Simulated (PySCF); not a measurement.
# BI3: NMR shieldings, spin-spin couplings, relativistic core levels, part 2 of 2

PySCF 2.14.0. Atoms count from 0.

## Step 7: Spin-spin couplings: PBE/pcJ-1 I:dyall-v2z, non-relativistic

What the job is given:

```
{"job": {"kind": "hj", "xc": "PBE", "basis": {"default": "pcJ-1", "I": "dyall-v2z"}, "rel": "nr", "atoms": [0]}, "charge": 0, "multiplicity": 1}
I     -1.746805    -0.944668     0.865665
B      0.058692    -0.006212     0.276473
I      1.920478    -0.876685     0.791092
I      0.005277     1.807057    -0.816984
```

Method: PBE/pcJ-1 I:dyall-v2z indirect spin-spin coupling, non-relativistic, Gaussian nuclei, gas phase.

The program printed:

```text
non-relativistic SCF
coarse grid: 29264 points
cycle   1  E = -20783.9773725956  dE = -7.344e+02  |g| = 1.685e+01  |ddm| = 4.879e+00
cycle   2  E = -20784.3023289159  dE = -3.250e-01  |g| = 4.783e+00  |ddm| = 2.254e+00
cycle   3  E = -20784.4197310089  dE = -1.174e-01  |g| = 2.290e+00  |ddm| = 2.568e+00
cycle   4  E = -20784.5121495077  dE = -9.242e-02  |g| = 8.789e-01  |ddm| = 2.185e+00
cycle   5  E = -20784.7398564997  dE = -2.277e-01  |g| = 3.048e-01  |ddm| = 1.344e+00
cycle   6  E = -20784.7675355373  dE = -2.768e-02  |g| = 3.120e-02  |ddm| = 3.473e-01
cycle   7  E = -20784.7677007268  dE = -1.652e-04  |g| = 4.885e-03  |ddm| = 4.027e-02
cycle   8  E = -20784.7677079474  dE = -7.221e-06  |g| = 6.369e-04  |ddm| = 8.352e-03
final grid: 53344 points
cycle   9  E = -20784.7683450433  dE =  7.969e-08  |g| = 1.567e-03  |ddm| = 2.759e-03
cycle  10  E = -20784.7683438392  dE =  1.204e-06  |g| = 2.376e-03  |ddm| = 4.655e-03
cycle  11  E = -20784.7683451232  dE = -1.284e-06  |g| = 8.095e-04  |ddm| = 3.845e-03
cycle  12  E = -20784.7683452769  dE = -1.537e-07  |g| = 4.608e-04  |ddm| = 1.370e-03
cycle  13  E = -20784.7683453397  dE = -6.276e-08  |g| = 9.212e-05  |ddm| = 7.080e-04
cycle  14  E = -20784.7683453410  dE = -1.382e-09  |g| = 4.559e-06  |ddm| = 1.213e-04
converged SCF energy = -20784.7683453410
two-component SCF
cycle   1  E = -20784.7683453405  dE = -2.078e+04  |FDS-SDF| = 4.559e-06
cycle   2  E = -20784.7683453408  dE = -2.110e-10  |FDS-SDF| = 5.497e-06
converged, E = -20784.7683453408

Indirect spin-spin couplings
  i        j     bonds      J/Hz   K/1e19 T2/J   anisotropy/Hz
  0 127I    1  11B    1     -229.81     -295.93       342.8
  0 127I    2 127I    2     -231.51     -474.86      -695.8
  0 127I    3 127I    2     -231.58     -474.99      -694.6
```

Run time: 21 s. Hardware: 1 thread of Arm Neoverse V1, shared host; peak memory 1 GiB.

## Step 8: NMR shieldings: PBE/pcJ-1 I:dyall-v2z, spin-free

What the job is given:

```
{"job": {"kind": "hnmr", "xc": "PBE", "basis": {"default": "pcJ-1", "I": "dyall-v2z"}, "rel": "sf"}, "charge": 0, "multiplicity": 1}
I     -1.746805    -0.944668     0.865665
B      0.058692    -0.006212     0.276473
I      1.920478    -0.876685     0.791092
I      0.005277     1.807057    -0.816984
```

Method: PBE/pcJ-1 I:dyall-v2z GIAO NMR shielding, spin-free X2C, Gaussian nuclei, gas phase.

The program printed:

```text
spin-free SCF
coarse grid: 29264 points
cycle   1  E = -21370.6591405813  dE = -4.890e-01  |g| = 4.339e-01  |ddm| = 2.586e+00
cycle   2  E = -21370.6250655878  dE =  3.407e-02  |g| = 4.184e-01  |ddm| = 6.936e-01
cycle   3  E = -21370.6309328177  dE = -5.867e-03  |g| = 3.435e-01  |ddm| = 7.721e-01
cycle   4  E = -21370.6664852172  dE = -3.555e-02  |g| = 9.741e-02  |ddm| = 4.637e-01
cycle   5  E = -21370.6687445719  dE = -2.259e-03  |g| = 7.356e-03  |ddm| = 1.013e-01
cycle   6  E = -21370.6687547619  dE = -1.019e-05  |g| = 2.984e-03  |ddm| = 1.307e-02
cycle   7  E = -21370.6687574198  dE = -2.658e-06  |g| = 2.820e-04  |ddm| = 3.041e-03
final grid: 53344 points
cycle   8  E = -21370.6715832784  dE = -2.027e-05  |g| = 1.061e-02  |ddm| = 1.392e-03
cycle   9  E = -21370.6715831183  dE =  1.601e-07  |g| = 9.544e-04  |ddm| = 1.854e-03
cycle  10  E = -21370.6715821748  dE =  9.435e-07  |g| = 2.038e-03  |ddm| = 3.741e-03
cycle  11  E = -21370.6715832857  dE = -1.111e-06  |g| = 3.653e-04  |ddm| = 2.665e-03
cycle  12  E = -21370.6715833258  dE = -4.012e-08  |g| = 5.504e-05  |ddm| = 4.653e-04
cycle  13  E = -21370.6715833264  dE = -5.275e-10  |g| = 1.764e-06  |ddm| = 7.577e-05
converged SCF energy = -21370.6715833264
check of the scalar solution
cycle   1  E = -21370.6715833269  dE = -2.137e+04  |FDS-SDF| = 1.764e-06
cycle   2  E = -21370.6715833266  dE =  2.910e-10  |FDS-SDF| = 1.736e-06
converged, E = -21370.6715833266

Field gradients (au) and densities at the nuclei (bohr^-3)
atom        Vxx        Vyy        Vzz        centre      nuclear mean
  0 I     -1.8207    -5.8916     7.7123     246112.209     238292.038
  1 B     -0.0969    -0.0971     0.1940         71.093         71.092
  2 I     -1.8188    -5.8929     7.7118     246112.210     238292.039
  3 I     -1.8182    -5.8911     7.7093     246112.207     238292.037
without picture change
  0 I                            8.3859                    538549.318
  2 I                            8.3853                    538549.320
  3 I                            8.3826                    538549.315

Core orbital energies (eV)
atom   shell        mean    spread
  0 I  1s       -32917.307   0.000
  0 I  2s        -5085.930   0.000
  0 I  3s        -1026.491   0.000
  0 I  4s         -180.016   0.000
  0 I  5s          -18.098   0.000
  0 I  2p        -4568.498   0.047
  0 I  3p         -858.370   0.123
  0 I  4p         -127.240   0.326
  0 I  3d         -604.806   0.098
  0 I  4d          -49.967   0.350
  2 I  1s       -32917.305   0.000
  2 I  2s        -5085.927   0.000
  2 I  3s        -1026.488   0.000
  2 I  4s         -180.014   0.000
  2 I  5s          -18.095   0.000
  2 I  2p        -4568.496   0.047
  2 I  3p         -858.367   0.123
  2 I  4p         -127.237   0.326
  2 I  3d         -604.803   0.098
  2 I  4d          -49.965   0.350
  3 I  1s       -32917.308   0.000
  3 I  2s        -5085.930   0.000
  3 I  3s        -1026.491   0.000
  3 I  4s         -180.017   0.000
  3 I  5s          -18.099   0.000
  3 I  2p        -4568.498   0.047
  3 I  3p         -858.370   0.123
  3 I  4p         -127.240   0.326
  3 I  3d         -604.806   0.098
  3 I  4d          -49.968   0.350

Shielding tensors (ppm)
atom      isotropic    diamagn.    paramagn.     s11        s22        s33       span
  0 I      2786.81     5558.99    -2772.18    1601.30    3020.39    3738.74    2137.45
  1 B        -0.51      190.93     -191.45     -30.63     -30.54      59.63      90.27
  2 I      2783.58     5558.93    -2775.35    1598.55    3014.94    3737.24    2138.69
  3 I      2786.97     5559.11    -2772.14    1602.05    3021.02    3737.83    2135.78
```

Wall time 33 s (1 thread of Arm Neoverse V1, shared host); peak memory 1.2 GiB.

## Step 9: Spin-spin couplings: PBE/pcJ-1 I:dyall-v2z, spin-free

What the job is given:

```
{"job": {"kind": "hj", "xc": "PBE", "basis": {"default": "pcJ-1", "I": "dyall-v2z"}, "rel": "sf", "atoms": [0]}, "charge": 0, "multiplicity": 1}
I     -1.746805    -0.944668     0.865665
B      0.058692    -0.006212     0.276473
I      1.920478    -0.876685     0.791092
I      0.005277     1.807057    -0.816984
```

Level: PBE/pcJ-1 I:dyall-v2z indirect spin-spin coupling, X2C without spin-orbit coupling, Gaussian nuclei, gas phase.

The program printed:

```text
spin-free SCF
coarse grid: 29264 points
cycle   1  E = -21370.6591405813  dE = -4.890e-01  |g| = 4.339e-01  |ddm| = 2.586e+00
cycle   2  E = -21370.6250655878  dE =  3.407e-02  |g| = 4.184e-01  |ddm| = 6.936e-01
cycle   3  E = -21370.6309328177  dE = -5.867e-03  |g| = 3.435e-01  |ddm| = 7.721e-01
cycle   4  E = -21370.6664852172  dE = -3.555e-02  |g| = 9.741e-02  |ddm| = 4.637e-01
cycle   5  E = -21370.6687445719  dE = -2.259e-03  |g| = 7.356e-03  |ddm| = 1.013e-01
cycle   6  E = -21370.6687547619  dE = -1.019e-05  |g| = 2.984e-03  |ddm| = 1.307e-02
cycle   7  E = -21370.6687574198  dE = -2.658e-06  |g| = 2.820e-04  |ddm| = 3.041e-03
final grid: 53344 points
cycle   8  E = -21370.6715832784  dE = -2.027e-05  |g| = 1.061e-02  |ddm| = 1.392e-03
cycle   9  E = -21370.6715831183  dE =  1.601e-07  |g| = 9.544e-04  |ddm| = 1.854e-03
cycle  10  E = -21370.6715821748  dE =  9.435e-07  |g| = 2.038e-03  |ddm| = 3.741e-03
cycle  11  E = -21370.6715832857  dE = -1.111e-06  |g| = 3.653e-04  |ddm| = 2.665e-03
cycle  12  E = -21370.6715833258  dE = -4.012e-08  |g| = 5.504e-05  |ddm| = 4.653e-04
cycle  13  E = -21370.6715833264  dE = -5.275e-10  |g| = 1.764e-06  |ddm| = 7.577e-05
converged SCF energy = -21370.6715833264
two-component SCF
cycle   1  E = -21370.6715833252  dE = -2.137e+04  |FDS-SDF| = 1.764e-06
cycle   2  E = -21370.6715833250  dE =  2.437e-10  |FDS-SDF| = 1.736e-06
converged, E = -21370.6715833250

Indirect spin-spin couplings
  i        j     bonds      J/Hz   K/1e19 T2/J   anisotropy/Hz
  0 127I    1  11B    1     -345.56     -444.99       395.3
  0 127I    2 127I    2     -357.32     -732.91      -882.1
  0 127I    3 127I    2     -357.16     -732.59      -880.4
```

It took 84 s on 1 thread of Arm Neoverse V1, shared host; peak memory 1.3 GiB.

## Step 10: NMR shieldings: GIAO PBE/pcJ-1 I:def2-TZVP (core potentials), core potentials from Rb on, else non-relativistic

What the job is given:

```
{"job": {"kind": "hnmr", "xc": "PBE", "basis": {"default": "pcJ-1", "I": "def2-TZVP"}, "rel": "ecp", "pop": false}, "charge": 0, "multiplicity": 1}
I     -1.746805    -0.944668     0.865665
B      0.058692    -0.006212     0.276473
I      1.920478    -0.876685     0.791092
I      0.005277     1.807057    -0.816984
```

Level: GIAO PBE/pcJ-1 I:def2-TZVP NMR shielding, scalar-relativistic core potentials on the heavy atoms, no spin-orbit coupling, gas phase.

The program printed:

```text
coarse grid: 29264 points
cycle   1  E = -912.6754310674  dE = -1.212e+02  |g| = 6.180e+00  |ddm| = 3.321e+01
cycle   2  E = -910.8692545900  dE =  1.806e+00  |g| = 7.145e+00  |ddm| = 1.600e+01
cycle   3  E = -917.4506388694  dE = -6.581e+00  |g| = 1.279e+00  |ddm| = 7.630e+00
cycle   4  E = -916.5662619399  dE =  8.844e-01  |g| = 2.484e+00  |ddm| = 2.832e+00
cycle   5  E = -917.9444755967  dE = -1.378e+00  |g| = 3.512e-01  |ddm| = 1.597e+00
cycle   6  E = -917.9780742426  dE = -3.360e-02  |g| = 2.707e-02  |ddm| = 3.012e-01
cycle   7  E = -917.9780642439  dE =  9.999e-06  |g| = 1.837e-02  |ddm| = 1.696e-02
cycle   8  E = -917.9781642643  dE = -1.000e-04  |g| = 3.287e-03  |ddm| = 1.564e-02
cycle   9  E = -917.9781660740  dE = -1.810e-06  |g| = 7.222e-04  |ddm| = 2.784e-03
final grid: 53344 points
cycle  10  E = -917.9780842326  dE =  1.997e-08  |g| = 1.103e-03  |ddm| = 1.701e-03
cycle  11  E = -917.9780837176  dE =  5.150e-07  |g| = 1.918e-03  |ddm| = 2.404e-03
cycle  12  E = -917.9780844127  dE = -6.951e-07  |g| = 4.739e-04  |ddm| = 1.678e-03
cycle  13  E = -917.9780844573  dE = -4.465e-08  |g| = 7.699e-05  |ddm| = 3.891e-04
cycle  14  E = -917.9780844592  dE = -1.828e-09  |g| = 8.716e-06  |ddm| = 8.020e-05
cycle  15  E = -917.9780844592  dE = -1.864e-11  |g| = 2.998e-06  |ddm| = 1.533e-05
converged SCF energy = -917.9780844592

GIAO shielding tensors (ppm)
atom      isotropic    diamagn.    paramagn.     s11        s22        s33       span
  0 I          nan         nan         nan        nan        nan        nan        nan
  1 B       -3.434     185.275    -188.709    -35.781    -35.573     61.051     96.832
  2 I          nan         nan         nan        nan        nan        nan        nan
  3 I          nan         nan         nan        nan        nan        nan        nan
```

Run time: 25 s. Hardware: 1 thread of Arm Neoverse V1, shared host; peak memory 1.2 GiB.

An atom whose core is replaced by a potential has no meaningful shielding, so its row holds no numbers.

## Step 11: Shieldings side by side

```tsv
run	I2	I0	I3	B1	time
step 3, PBE/pcJ-1 I:dyall-v2z, spin–orbit	4115.6	4118.6	4118.3	132.5	2.3 min
step 6, PBE/pcJ-1 I:dyall-v2z, non-relativistic	2905.3	2908.3	2908.4	3.0	20 s
step 8, PBE/pcJ-1 I:dyall-v2z, spin-free	2783.6	2786.8	2787.0	-0.5	33 s
step 10, GIAO PBE/pcJ-1 I:def2-TZVP (core potentials), core potentials from Rb on, else non-relativistic	–	–	–	-3.4	25 s
```

## Step 12: What came out

This closing draws on all 2 parts.

| quantity | value |
| --- | --- |
| point group | D3h |
| rotational constants (main isotopes) | 0.59, 0.59, 0.30 GHz |
| energy from spin-orbit coupling (step 3, PBE/pcJ-1 I:dyall-v2z, spin–orbit) | -3.7122 Eh |
| shieldings (step 3, PBE/pcJ-1 I:dyall-v2z, spin–orbit) | I0 4118.6, B1 132.5, I2 4115.6, I3 4118.3 ppm |
| energy from spin-orbit coupling (step 4, PBE/pcJ-1 I:dyall-v2z, spin–orbit) | -3.7122 Eh |
| largest reduced coupling (step 4, PBE/pcJ-1 I:dyall-v2z, spin–orbit) | I0–I2: J = -278.5 Hz, K = -571·10¹⁹ T²/J |
| I0 3d5/2 binding energy (step 5, PBE/pcJ-1 I:dyall-v2z, spin–orbit) | 622.5 eV, 3d3/2 634.1 eV |
| I0 4d5/2 binding energy (step 5, PBE/pcJ-1 I:dyall-v2z, spin–orbit) | 56.2 eV, 4d3/2 57.9 eV |
| energy from spin-orbit coupling (step 5, PBE/pcJ-1 I:dyall-v2z, spin–orbit) | -3.7122 Eh |
| shieldings (step 6, PBE/pcJ-1 I:dyall-v2z, non-relativistic) | I0 2908.3, B1 3.0, I2 2905.3, I3 2908.4 ppm |
| largest reduced coupling (step 7, PBE/pcJ-1 I:dyall-v2z, non-relativistic) | I0–I3: J = -231.6 Hz, K = -475·10¹⁹ T²/J |
| shieldings (step 8, PBE/pcJ-1 I:dyall-v2z, spin-free) | I0 2786.8, B1 -0.5, I2 2783.6, I3 2787.0 ppm |
| largest reduced coupling (step 9, PBE/pcJ-1 I:dyall-v2z, spin-free) | I0–I2: J = -357.3 Hz, K = -733·10¹⁹ T²/J |
| shieldings (step 10, GIAO PBE/pcJ-1 I:def2-TZVP (core potentials), core potentials from Rb on, else non-relativistic) | B1 -3.4 ppm |

What this shows: The optimisation took 3 steps and gained 0.015 eV; among the close pairs (by a distance rule), B1–I2 changed most, from 2.093 to 2.119 Å. No frequency check was run at this level, so the end point may be a saddle. Couplings to heavy atoms from non-relativistic runs lack large relativistic terms. The steps not marked spin–orbit leave spin-orbit coupling out. I2 (with its equivalent atoms) moves most between the runs, by 1332 ppm; the labels say what changes from run to run.
